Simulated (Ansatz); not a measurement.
# CH8AsNSi: comparison of dispersion corrections

Computed with Ansatz 0.2.0 through its Python package. The levels of theory stand in the script.

## 1. Starting point

Bond lengths: C1–As2 1.971 Å, As2–Si3 2.324 Å, Si3–N4 1.789 Å, C1–H5 1.109 Å, C1–H6 1.110 Å, C1–H7 1.109 Å, As2–H8 1.564 Å, Si3–H9 1.470 Å, Si3–H10 1.471 Å, N4–H11 1.044 Å, N4–H12 1.044 Å. Angles (14 of 18 angles, heavy atoms first): C1–As2–Si3 93.2°, As2–Si3–N4 109.5°, C1–As2–H8 92.6°, Si3–As2–H8 92.7°, As2–C1–H5 109.2°, As2–C1–H6 110.2°, As2–C1–H7 109.6°, As2–Si3–H9 109.3°, As2–Si3–H10 109.6°, N4–Si3–H9 109.4°, N4–Si3–H10 109.5°, Si3–N4–H11 106.7°, Si3–N4–H12 106.8°, H5–C1–H6 109.1°.

The script holds or builds the structure itself.

## 2. The code

Input file disp_ch8asnsi.py:

```python
# -*- coding: utf-8 -*-
"""Dispersion corrections for CH8AsNSi."""

import ansatz as az

geometry_ang = [
    ("C", (1.7381, 0.5502, 0.3374)),
    ("As", (0.947, -1.2254, 0.6631)),
    ("Si", (-1.0484, -0.6731, -0.3919)),
    ("N", (-1.9899, 0.4333, 0.6517)),
    ("H", (2.8151, 0.5233, 0.6014)),
    ("H", (1.6341, 0.8261, -0.7324)),
    ("H", (1.2268, 1.3064, 0.9678)),
    ("H", (1.5611, -1.817, -0.6478)),
    ("H", (-1.826, -1.8972, -0.6343)),
    ("H", (-0.7629, -0.0147, -1.6754)),
    ("H", (-2.8597, 0.6739, 0.1261)),
    ("H", (-1.4353, 1.3143, 0.7343)),
]
mol = az.Crystal.molecule()
for symbol, xyz in geometry_ang:
    mol = mol.atom(symbol, xyz)

job = mol.calculation().basis(gaussian="def2-SVP")
for name in ["b3lyp", "blyp"]:
    for correction in ("d3bj", "d4"):
        data = job.functional(name, dispersion=correction).run().report
        print(f"{name:8s} {correction:5s} total {data['free_energy_ev']:.5f} eV, of which dispersion {1000 * data['dispersion']['energy']['ev']:.2f} meV")
```

## 3. What the engine is handed

The package turns the script's settings into the engine's input (first run):

```yaml
crystal:
  periodic: [false, false, false]
  atoms:
    - { symbol: C, position_ang: [1.7381, 0.5502, 0.3374] }
    - { symbol: As, position_ang: [0.947, -1.2254, 0.6631] }
    - { symbol: Si, position_ang: [-1.0484, -0.6731, -0.3919] }
    - { symbol: "N", position_ang: [-1.9899, 0.4333, 0.6517] }
    - { symbol: H, position_ang: [2.8151, 0.5233, 0.6014] }
    - { symbol: H, position_ang: [1.6341, 0.8261, -0.7324] }
    - { symbol: H, position_ang: [1.2268, 1.3064, 0.9678] }
    - { symbol: H, position_ang: [1.5611, -1.817, -0.6478] }
    - { symbol: H, position_ang: [-1.826, -1.8972, -0.6343] }
    - { symbol: H, position_ang: [-0.7629, -0.0147, -1.6754] }
    - { symbol: H, position_ang: [-2.8597, 0.6739, 0.1261] }
    - { symbol: H, position_ang: [-1.4353, 1.3143, 0.7343] }
basis:
  gaussian:
    orbitals: def2-SVP
hamiltonian:
  xc: b3lyp
  dispersion: d3bj
```

## 4. Running it

Run with:

```sh
$ python disp_ch8asnsi.py
```

**Question.** How long does this script take on 1 thread of Intel Xeon 6975P-C (Granite Rapids), shared host, and how much memory does it need?

About 10 s, with a peak of 0.33 GiB.
